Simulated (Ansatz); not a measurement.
# Yb3PbO: the cost of one run

Computed with Ansatz 0.2.0 (reference: DFT r2SCAN, plane waves, PAW, scalar-relativistic, no spin polarisation, unless a step's input says otherwise).

1 further run of the same task is left out (it didn't finish).

## 1. Starting point

It takes space group Pm-3m (No. 221, cubic). Conventional cell: a = 4.922 Å, b = 4.922 Å, c = 4.922 Å, α = 90.00°, β = 90.00°, γ = 90.00°. Around Pb (site symmetry m-3m) lie 12 Yb at 3.48 Å. O (site symmetry m-3m) is surrounded by 6 Yb at 2.46 Å. Yb (site symmetry 4/mmm) is surrounded by 2 O at 2.46 Å.

Coordinates:

```
Pb O Yb
1.0
     4.92168    0.00000    0.00000
     0.00000    4.92168    0.00000
     0.00000    0.00000    4.92168
Pb O Yb
1 1 3
Direct
  0.00000 0.00000 0.00000
  0.50000 0.50000 0.50000
  0.00000 0.50000 0.50000
  0.50000 0.00000 0.50000
  0.50000 0.50000 0.00000
```

## 2. Baseline

input.yaml

```yaml
crystal:
  lattice:
    - [4.92168, 0.0, 0.0]
    - [0.0, 4.92168, 0.0]
    - [0.0, 0.0, 4.92168]
  atoms:
    - { symbol: Pb, position: [0.0, 0.0, 0.0] }
    - { symbol: O, position: [0.5, 0.5, 0.5] }
    - { symbol: Yb, position: [0.0, 0.5, 0.5] }
    - { symbol: Yb, position: [0.5, 0.0, 0.5] }
    - { symbol: Yb, position: [0.5, 0.5, 0.0] }
  symmetry: { tolerance: 0.0003 }
kpoints:
  mp_grid: { grid: [4, 4, 4], shift: [0, 0, 0] }
magnetization:
  spin_polarized: false
scf:
  occupations: { method: fermi_dirac, width: 0.0594 }
hamiltonian:
  pseudopotentials: { kind: paw }
  xc: r2scan
basis:
  ecutwfc: 500
output:
  forces: true
  stress: true
  eigenvalues: true
  write_density: true
  write_potential: true
  elf: true
  volumetric_format: npy
```

Run with:

```sh
$ ansatz run input.yaml --threads 1 --pin off --max-ram 2560MiB --backend cpu --events-out ev --progress --plain --runs-dir out
```

What time and memory should one allow on 1 thread of AMD EPYC 9R45 (Zen 5), shared host?

About 7.3 s, with a peak of 0.69 GiB.
